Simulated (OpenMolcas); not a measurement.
# HF/ANO-RCC-VDZP (DKH4, RICD fitting) run of C6ClF5 (chloropentafluorobenzene)

What is the vertical singlet–triplet gap of C6ClF5 (chloropentafluorobenzene) at HF/ANO-RCC-VDZP (DKH4, RICD fitting)? 

The results are computed with OpenMolcas 26.06.

1 further run of the same task is left out (it didn't finish).

### Step 1. The structure to begin with

The species is C6ClF5 (12 atoms), meant as a singlet with charge 0. As SMILES, `Fc1c(F)c(F)c(Cl)c(F)c1F`. The coordinates come from a GFN2-xTB relaxation.

Bond lengths: F1–C2 1.331 Å, C2–C3 1.393 Å, C3–F4 1.331 Å, C3–C5 1.392 Å, C5–F6 1.331 Å, C5–C7 1.395 Å, C7–Cl8 1.713 Å, C7–C9 1.395 Å, C9–F10 1.331 Å, C2–C11 1.393 Å, C9–C11 1.392 Å, C11–F12 1.331 Å. Some angles: F1–C2–C3 120.2°, F1–C2–C11 120.1°, C3–C2–C11 119.7°, C2–C3–F4 120.0°, C2–C3–C5 119.9°, F4–C3–C5 120.1°, C3–C5–F6 119.4°, C3–C5–C7 120.9°, F6–C5–C7 119.7°, C5–C7–Cl8 120.7°.

### Step 2. Energy and gradient at HF/ANO-RCC-VDZP (DKH4, RICD fitting)

File job.input:

```
&gateway
 coord
 12
 angstrom
 F       -0.385920      -1.941870      -1.922030
 C       -0.199820      -1.005380      -0.995090
 C       -0.936680       0.175850      -1.036170
 F       -1.829710       0.370060      -2.004130
 C       -0.738600       1.152340      -0.064280
 F       -1.448920       2.276450      -0.113490
 C        0.192380       0.967740       0.957670
 Cl       0.431930       2.173380       2.151440
 C        0.924230      -0.219400       0.987410
 F        1.818310      -0.418150       1.953140
 C        0.732900      -1.202050       0.020500
 F        1.439920      -2.328990       0.065030
 basis = ANO-RCC-VDZP
 group = NoSym
 ricd

&seward
 relativistic = R04O02
 expert

&scf
 prorbitals = 0

&alaska
```

Launch:

```bash
export MOLCAS_MEM=1860
pymolcas job.input > job.log
```

Log:

```text
--- Start Module: gateway ---
[...]
--- Stop Module: gateway /rc=_RC_ALL_IS_WELL_ ---
[...]
 ###    WARNING:  EXPERT option is ON!                                       ###
 ###############################################################################
               SEWARD will generate:
[...]
      Basis functions          172
[...]
--- Start Module: scf ---
[...]
       Convergence after  15 Iterations
[...]
::    Total SCF energy                              -1186.0382343159
[...]
      Total spin, S                                     0.0000000000
[...]
      Total electronic charge=   98.000000
      Total            charge=   -0.000000
[...]
      Dipole Moment (debye):
      Origin of the operator (angstrom)=    0.0350    0.1764    0.1746
                   X=  9.8265E-02               Y=  4.9592E-01               Z=  4.8968E-01           Total=  7.0383E-01
      Quadrupole Moment (debye*angstrom):
[...]
--- Stop Module: scf /rc=_RC_ALL_IS_WELL_ ---
[...]
--- Start Module: alaska ---
[...]
 *              Molecular gradients               *
 **************************************************
  Irreducible representation: a
 ------------------------------------------------------------------------------------------
                              X                       Y                       Z
 ------------------------------------------------------------------------------------------
  F1               -3.65925295563896E-03   -1.84677910965050E-02   -1.82803576778809E-02
  C2                5.14691884706320E-04    2.37526280352540E-03    2.44382709460389E-03
  C3                3.28826547417815E-03   -1.19471069773114E-03    3.15141283812892E-03
  F4               -1.58539337342969E-02    3.74969880440146E-03   -1.69617444912369E-02
  C5                2.75447462135547E-03   -3.64323404564004E-03    7.22906417486735E-04
  F6               -1.19765954597355E-02    2.15180264004324E-02    1.10270955233505E-03
  C7                2.40877206639079E-03    1.25571528775756E-02    1.23285863482518E-02
  CL8              -1.16929327153237E-04   -5.77020484413993E-04   -5.65046247103851E-04
[...]
--- Stop Module: alaska /rc=_RC_ALL_IS_WELL_ ---
[...]
```

It took 3 min on 1 thread of Intel Xeon Platinum 8175M at 2.50GHz (Skylake/Cascade Lake), shared host; peak memory 0.47 GiB.

### Step 3. The triplet

File job.input:

```
* C6ClF5 Hartree-Fock

&GATEWAY
  Coord
  12
  angstrom
  F       -0.385920      -1.941870      -1.922030
  C       -0.199820      -1.005380      -0.995090
  C       -0.936680       0.175850      -1.036170
  F       -1.829710       0.370060      -2.004130
  C       -0.738600       1.152340      -0.064280
  F       -1.448920       2.276450      -0.113490
  C        0.192380       0.967740       0.957670
  Cl       0.431930       2.173380       2.151440
  C        0.924230      -0.219400       0.987410
  F        1.818310      -0.418150       1.953140
  C        0.732900      -1.202050       0.020500
  F        1.439920      -2.328990       0.065030
  Basis=ANO-RCC-VDZP
  Group=NoSym
  RICD

&SEWARD
  Relativistic=R04O02
  Expert

&SCF
  UHF
  Spin=3
  PrOrbitals=0

&ALASKA
```

Launch:

```bash
export MOLCAS_MEM=1860
pymolcas job.input > job.log
```

Log:

```text
--- Start Module: gateway ---
[...]
--- Stop Module: gateway /rc=_RC_ALL_IS_WELL_ ---
[...]
 ###    WARNING:  EXPERT option is ON!                                       ###
 ###############################################################################
               SEWARD will generate:
[...]
      Basis functions          172
[...]
--- Start Module: scf ---
[...]
       Convergence after  57 Iterations
[...]
::    Total SCF energy                              -1185.9044321220
[...]
      Total spin, S                                     1.1159141893
[...]
      Total electronic charge=   98.000000
      Total            charge=   -0.000000
[...]
      Dipole Moment (debye):
      Origin of the operator (angstrom)=    0.0350    0.1764    0.1746
                   X=  1.8168E-01               Y=  9.1416E-01               Z=  9.0410E-01           Total=  1.2985E+00
      Quadrupole Moment (debye*angstrom):
[...]
--- Stop Module: scf /rc=_RC_ALL_IS_WELL_ ---
[...]
--- Start Module: alaska ---
[...]
 *              Molecular gradients               *
 **************************************************
  Irreducible representation: a
 ------------------------------------------------------------------------------------------
                              X                       Y                       Z
 ------------------------------------------------------------------------------------------
  F1               -2.82776464849377E-03   -1.42498418744630E-02   -1.40917979606847E-02
  C2                7.11293648798272E-03    3.56907563466771E-02    3.53450753928120E-02
  C3                2.35490593158585E-02   -6.63467136212561E-02   -1.99594323433594E-02
  F4               -1.62077023103802E-02    5.98724834127662E-03   -1.57482963505231E-02
  C5                8.54909480915711E-02    8.99818857856793E-03    1.13121967955764E-01
  F6               -1.40484916600467E-02    1.77357834783081E-02   -4.29536293389665E-03
  C7               -1.68775717117636E-02   -8.40683241306217E-02   -8.34061693123669E-02
  CL8               1.77752035431755E-03    8.93080432141247E-03    8.84125165103100E-03
[...]
--- Stop Module: alaska /rc=_RC_ALL_IS_WELL_ ---
[...]
```

Wall time 6.9 min (1 thread of Intel Xeon Platinum 8175M at 2.50GHz (Skylake/Cascade Lake), shared host); peak memory 0.46 GiB.

### Step 4. Results

Level: HF/ANO-RCC-VDZP (DKH4, RICD fitting).

```
                                        quantity           value
                           singlet: total energy  -1186.03823 Eh
                          singlet: dipole moment          0.70 D
                            singlet: HOMO energy       -10.53 eV
                            singlet: LUMO energy         2.09 eV
                          singlet: HOMO–LUMO gap        12.62 eV
               singlet: largest force on an atom      1.349 eV/Å
                           triplet: total energy  -1185.90443 Eh
                          triplet: dipole moment          1.30 D
     triplet: HOMO energy (highest over α and β)        -7.07 eV
      triplet: LUMO energy (lowest over α and β)        -1.49 eV
                                   triplet: ⟨S²⟩           2.361
               triplet: largest force on an atom      7.306 eV/Å
vertical energy of the triplet above the singlet        3.641 eV
```

What this shows: At this shape the triplet lies 3.64 eV (351 kJ/mol) above the singlet. The largest force (singlet) is 1.35 eV/Å: the shape isn't a stationary point for this species at this level. ⟨S²⟩ (triplet) is 2.36 where a pure triplet has 2.00: the reference is spin-contaminated. Mulliken charges (triplet) run from -0.28 on F1 to +0.33 on C5; they depend strongly on the basis.
